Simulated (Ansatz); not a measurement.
# CH₄N₂Te: basis-set convergence

One table from this session's results is given with a row withheld; the runs are named, their logs left out.

The runs use Ansatz 0.2.0, Gaussian basis; one geometry, several basis sets.

Levels to be run: PBE0-D4/def2-SVP; ωB97M-V/def2-SVP; PBE0-D4/def2-QZVPP; ωB97M-V/def2-QZVPP; the functionals' def2-TZVPP values are taken from earlier runs.

## The geometry

An earlier PBE0-D4 in a triple-zeta def2 set relaxation fixed the geometry. Te takes the def2 core potential; no spin-orbit term is included.

8 atoms, charge 0, spin multiplicity 1.

Atoms are counted from 1 here; the program's logs count them from 0.

Bond lengths: N1–C2 1.259 Å, N1–H5 1.012 Å, C2–N3 1.365 Å, C2–Te4 2.164 Å, N3–H6 1.010 Å, N3–H7 1.005 Å, Te4–H8 1.656 Å. Angles: C2–N1–H5 113.8°, N1–C2–N3 122.3°, N1–C2–Te4 126.8°, N3–C2–Te4 110.7°, C2–N3–H6 114.5°, C2–N3–H7 117.8°, H6–N3–H7 115.9°, C2–Te4–H8 91.2°.

The first run:

File in.yaml:

```yaml
crystal:
  periodic: [false, false, false]
  atoms:
    - {symbol: N, position_ang: [-0.847006, 1.116215, 0.092999]}
    - {symbol: C, position_ang: [-0.007031, 0.200719, -0.112460]}
    - {symbol: N, position_ang: [1.334350, 0.444109, -0.186581]}
    - {symbol: Te, position_ang: [-0.431725, -1.878801, -0.535133]}
    - {symbol: H, position_ang: [-1.808725, 0.818295, -0.005535]}
    - {symbol: H, position_ang: [1.602117, 1.389267, 0.049808]}
    - {symbol: H, position_ang: [1.959569, -0.279554, 0.123196]}
    - {symbol: H, position_ang: [-1.709449, -1.867350, 0.518005]}
basis:
  gaussian: {orbitals: def2-SVP}
hamiltonian: {xc: pbe0, dispersion: d4}
output: {orbitals: {seedname: orbitals}}
```

Started as:

```console
$ ansatz run in.yaml --threads 2 --pin off --events-out ev --progress --plain --max-ram 4352MiB
```

Among the steps run: PBE0-D4 in def2-SVP; ωB97M-V in def2-SVP; PBE0-D4 in def2-QZVPP; ωB97M-V in def2-QZVPP.

One table of the session follows, with a row left open; its other results are not shown here.

It belongs to the step «Density functionals: the series». 

```
functional       basis  HOMO (eV)
   PBE0-D4    def2-SVP      -6.35
   PBE0-D4  def2-TZVPP      -6.52
   PBE0-D4  def2-QZVPP      -6.55
   ωB97M-V    def2-SVP      -8.46
   ωB97M-V  def2-TZVPP          ?
   ωB97M-V  def2-QZVPP      -8.68
```

Estimate the missing values for ωB97M-V, def2-TZVPP.

**Answer.** HOMO (eV): -8.65. In the column «HOMO (eV)» it lies between ωB97M-V, def2-QZVPP (-8.68) and ωB97M-V, def2-SVP (-8.46).
